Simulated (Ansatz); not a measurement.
This script for Ansatz 0.2.0 through its Python package starts 8 runs on GeH4S2, SMILES S[S][GeH3]. What input does the engine get in each?

`scan_geh4s2.py`:
```python
"""Potential curve of GeH4S2 along one bond."""

import ansatz as az
import numpy as np

system = (
    az.Crystal.molecule()
    .atom("S", (-0.934, -1.9915, 0.0142))
    .atom("S", (-1.4997, 0.0288, 0.594))
    .atom("Ge", (0.539, 0.7629, 0.228))
    .atom("H", (-1.23, -1.6722, -1.3457))
    .atom("H", (0.9542, 0.528, -1.2614))
    .atom("H", (0.6483, 2.29, 0.5694))
    .atom("H", (1.5836, -0.0139, 1.1558))
)

symbols = [site.symbol for site in system.cartesian_sites]
start = np.array([site.position_ang for site in system.cartesian_sites])
axis = (start[3] - start[0]) / np.linalg.norm(start[3] - start[0])
moving = [3]
lengths, energies = [1.257, 1.314, 1.371, 1.428, 1.485, 1.542, 1.599, 1.685], []
for length in lengths:
    xyz = start.copy()
    xyz[moving] += (length - np.linalg.norm(start[3] - start[0])) * axis
    point = az.Crystal.molecule()
    for symbol, place in zip(symbols, xyz):
        point = point.atom(symbol, place.tolist())
    model = (
        point.calculation()
        .basis(gaussian="def2-SVP")
        .correlation("mp2")
    )
    report = model.run(threads=1).report
    energies.append(report["free_energy_ev"])
    print(f"r = {length:6.3f} A  E = {energies[-1]:.5f} eV  <S^2> = {abs(report['mean_field']['state']['spin_squared']):.3f}")

# quartic fit about the minimum
fit = np.polynomial.Polynomial.fit(lengths, np.array(energies) - min(energies), 4).convert()
roots = [r.real for r in fit.deriv().roots() if abs(r.imag) < 1e-9 and fit.deriv(2)(r.real) > 0]
r_e = min(roots, key=lambda r: abs(r - lengths[int(np.argmin(energies))]))
print(f"minimum of the fit at {r_e:.4f} A, force constant {fit.deriv(2)(r_e):.2f} eV/A^2")
```

Run 1:
```yaml
crystal:
  periodic: [false, false, false]
  atoms:
    - { symbol: S, position_ang: [-0.934, -1.9915, 0.0142] }
    - { symbol: S, position_ang: [-1.4997, 0.0288, 0.594] }
    - { symbol: Ge, position_ang: [0.539, 0.7629, 0.228] }
    - { symbol: H, position_ang: [-1.1945729912984064, -1.7104156887784419, -1.1829392259010238] }
    - { symbol: H, position_ang: [0.9542, 0.528, -1.2614] }
    - { symbol: H, position_ang: [0.6483, 2.29, 0.5694] }
    - { symbol: H, position_ang: [1.5836, -0.0139, 1.1558] }
basis:
  gaussian:
    orbitals: def2-SVP
correlation:
  method: mp2
```

Run 2, against run 1:
```diff
-    - { symbol: H, position_ang: [-1.1945729912984064, -1.7104156887784419, -1.1829392259010238] }
+    - { symbol: H, position_ang: [-1.2063889503310312, -1.697669622159803, -1.2372247755242207] }
```

Run 3, against run 1:
```diff
-    - { symbol: H, position_ang: [-1.1945729912984064, -1.7104156887784419, -1.1829392259010238] }
+    - { symbol: H, position_ang: [-1.2182049093636558, -1.6849235555411644, -1.2915103251474174] }
```

Run 4, against run 1:
```diff
-    - { symbol: H, position_ang: [-1.1945729912984064, -1.7104156887784419, -1.1829392259010238] }
+    - { symbol: H, position_ang: [-1.2300208683962806, -1.6721774889225258, -1.3457958747706142] }
```

Run 5, against run 1:
```diff
-    - { symbol: H, position_ang: [-1.1945729912984064, -1.7104156887784419, -1.1829392259010238] }
+    - { symbol: H, position_ang: [-1.241836827428905, -1.659431422303887, -1.4000814243938111] }
```

Run 6, against run 1:
```diff
-    - { symbol: H, position_ang: [-1.1945729912984064, -1.7104156887784419, -1.1829392259010238] }
+    - { symbol: H, position_ang: [-1.2536527864615297, -1.6466853556852483, -1.4543669740170078] }
```

Run 7, against run 1:
```diff
-    - { symbol: H, position_ang: [-1.1945729912984064, -1.7104156887784419, -1.1829392259010238] }
+    - { symbol: H, position_ang: [-1.2654687454941544, -1.6339392890666098, -1.5086525236402046] }
```

Run 8, against run 1:
```diff
-    - { symbol: H, position_ang: [-1.1945729912984064, -1.7104156887784419, -1.1829392259010238] }
+    - { symbol: H, position_ang: [-1.2832963328065354, -1.6147083815367338, -1.590557037106782] }
```

```console
$ python scan_geh4s2.py
r =  1.257 A  E = -78171.07022 eV  <S^2> = 0.000
r =  1.314 A  E = -78171.17638 eV  <S^2> = 0.000
r =  1.371 A  E = -78171.17655 eV  <S^2> = 0.000
r =  1.428 A  E = -78171.09795 eV  <S^2> = 0.000
r =  1.485 A  E = -78170.96168 eV  <S^2> = 0.000
r =  1.542 A  E = -78170.78417 eV  <S^2> = 0.000
r =  1.599 A  E = -78170.57819 eV  <S^2> = 0.000
r =  1.685 A  E = -78170.23513 eV  <S^2> = 0.000
minimum of the fit at 1.3424 A, force constant 28.12 eV/A^2
```

Reading the output:
- Total energies depend on the basis set; only differences at equal settings carry meaning.
- The rest of the molecule is held rigid at a force-field or estimated start geometry, and the basis set is modest; single-reference methods fail as a bond breaks.
- The orbitals are restricted, so S² is zero by construction.
- S² is that of the Hartree-Fock reference.
- Finished in 13 s on 1 thread of Intel(R) Xeon(R) Processor @ 2.30GHz, on a shared host, peak memory 0.28 GiB.
